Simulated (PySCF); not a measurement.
# C2H2BCl2Se: the cost of one run

Programs: PySCF 2.14.0, with routines of our own; each step states its level. All values are computed. Atoms count from 0.

### 1 The system as given

8 atoms, charge -1, multiplicity 1; geometry from: GFN2-xTB.

### 2 Magnetic properties: GIAO B3LYP/aug-pcSseg-1

Job settings and geometry (Å):

```
{"job": {"kind": "mag", "xc": "B3LYP", "basis": "aug-pcSseg-1", "isotopologues": 2}, "charge": -1, "multiplicity": 1}
Cl    -2.590265     1.166523     0.113156
B     -1.255448    -0.007793     0.081653
Cl    -1.742957    -1.662367     0.198674
C      0.137684     0.527651    -0.037942
C      1.329140    -0.144162    -0.085341
Se     1.660242    -1.933145    -0.021847
H      0.235241     1.610442    -0.096896
H      2.235421     0.452263    -0.176023
```

Level: GIAO B3LYP/aug-pcSseg-1 magnetisability, rotational g tensor and spin-rotation constants, non-relativistic, gas phase.

Started as:

```
> OMP_NUM_THREADS=1 python excited_run.py task.json out
```

One launch serves the whole session: the jobs run in the order shown.

Q: Estimate the wall time and peak memory of this first job on 1 thread of Intel Xeon Platinum 8375C at 2.90GHz, shared host.

About 36 s, with a peak of 0.86 GiB.
